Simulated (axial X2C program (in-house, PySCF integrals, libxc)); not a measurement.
**A two-component session on ZrO⁺: properties at the nuclei**

Aim: properties at the nuclei of ZrO⁺, with spin–orbit coupling in the Hamiltonian from the start.

Method: two-component X2C with atomic mean-field terms, Zr dyall-cv3z, O dyall-av3z; program: an in-house X2C program for linear molecules on PySCF integrals.

All values are calculated.

### 1 The job

Input file task.json:

```json
{"zs": [40, 8], "q": 1, "bas": ["dyall-cv3z", "dyall-av3z"], "r0": 1.84, "levels": ["PBE0", "HF", "BP86", "TPSSh", "PBE"], "nst": 3}
```

Keys: zs atomic numbers; q charge; bas basis sets; r0 starting distance in Å; levels methods (HF also brings MP2); nst determinants followed.

The run is started by

```sh
python soeom.py task.json out
```

After this run come: Expectation values, lowest determinant; Expectation values, a higher determinant; Expectation values, a higher determinant.

Before running it: what results should come out? Wanted: lowest determinant; Eeff magnitude; Ws magnitude Zr; A∥/gI Zr; qzz Zr; higher determinant (for each run or level that gives them).

As calculated:

| quantity | value |
| --- | --- |
| lowest determinant | Ω = 3/2 (excess of +ω over −ω: ω = 3/2) |
| Eeff magnitude (GV/cm), PBE0 | 0.49 |
| Ws magnitude Zr (kHz), PBE0 | 0.146 |
| A∥/gI Zr (MHz), PBE0 | 571 |
| qzz Zr (a.u.), PBE0 | -0.83 |
| higher determinant | Ω = 5/2 (excess of +ω over −ω: ω = 5/2) |
| Eeff magnitude (GV/cm), PBE0, higher determinant | 0.468 |
| Ws magnitude Zr (kHz), PBE0, higher determinant | 0.0855 |
| A∥/gI Zr (MHz), PBE0, higher determinant | 22.2 |
| qzz Zr (a.u.), PBE0, higher determinant | -0.87 |
| higher determinant | Ω = 1/2 (excess of +ω over −ω: ω = 1/2) |
| Eeff magnitude (GV/cm), PBE0, higher determinant | 1.24 |
| Ws magnitude Zr (kHz), PBE0, higher determinant | 1.14 |
| A∥/gI Zr (MHz), PBE0, higher determinant | 5540 |
| qzz Zr (a.u.), PBE0, higher determinant | -3.00 |

What this shows: In the first state, the effective field runs from 0.409 to 0.92 GV/cm over the mean-field levels, so the levels don't agree on it. The expectation values come from single determinants, which for open shells can mix terms of unlike spin or miss the lowest Ω, so a determinant need not be a state. Eeff is the effective electric field on the electron dipole moment in this Ω state and Ws the scalar–pseudoscalar constant (defined with the proton number Z and per Ω); A∥ is the parallel hyperfine constant, which follows by multiplying with the nuclear g factor gI = μI/(I μN); qzz is the electric field gradient, eQq0 = 234.96 MHz × Q/barn × qzz. The operators were transformed with the bare-nucleus X2C matrices. A second determinant lies within 0.1 eV of the first.
